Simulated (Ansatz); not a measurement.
# Cl2FH2NSi: the cost of one run

All numbers below are computed with Ansatz 0.2.0 (UKS B3LYP-D4/STO-3G).

## Step 1: The structure to begin with

Bond lengths: Si1–F2 2.001 Å, Si1–N3 1.651 Å, Si1–Cl5 1.999 Å, Si1–Cl6 1.998 Å, N3–H7 1.004 Å. Angles: F2–Si1–N3 75.7°, F2–Si1–Cl5 106.0°, F2–Si1–Cl6 103.5°, N3–Si1–Cl5 124.0°, N3–Si1–Cl6 125.1°, Cl5–Si1–Cl6 109.2°, Si1–N3–H7 133.1°.

As a file:

```xyz
7

Si   -0.3480   -0.1989   -0.4639
F    -0.7170    0.1574    1.4706
N     1.1007    0.3131    0.1410
H     0.4536    0.4091    1.3107
Cl   -1.6072    0.9678   -1.4884
Cl   -0.8854   -2.1091   -0.6975
H     2.0034    0.4607   -0.2726
```

## Step 2: Run 1

150 steps of 0.5 fs at constant energy, with velocities drawn for 100 K.

File input.yaml:

```yaml
crystal:
  periodic: [false, false, false]
  atoms:
    - { symbol: Si, position_ang: [-0.348, -0.1989, -0.4639] }
    - { symbol: F, position_ang: [-0.717, 0.1574, 1.4706] }
    - { symbol: "N", position_ang: [1.1007, 0.3131, 0.141] }
    - { symbol: H, position_ang: [0.4536, 0.4091, 1.3107] }
    - { symbol: Cl, position_ang: [-1.6072, 0.9678, -1.4884] }
    - { symbol: Cl, position_ang: [-0.8854, -2.1091, -0.6975] }
    - { symbol: H, position_ang: [2.0034, 0.4607, -0.2726] }
magnetization:
  spin_polarized: true
basis:
  gaussian: { orbitals: STO-3G }
hamiltonian:
  xc: b3lyp
  dispersion: d4
md:
  timestep: 0.5
  n_steps: 150
  ensemble: nve
  temperature: 100.0
  initial_velocities: maxwell_boltzmann
  seed: 315753
```

Started as:

```console
> ansatz run input.yaml --threads 1 --pin off --max-ram 2048MiB --backend cpu --events-out ev --progress --plain --runs-dir out
```

**Question.** How long does this run take on 1 thread of Arm Neoverse V1, shared host, and how much memory does it need?

About 7.6 min, with a peak of 0.14 GiB.
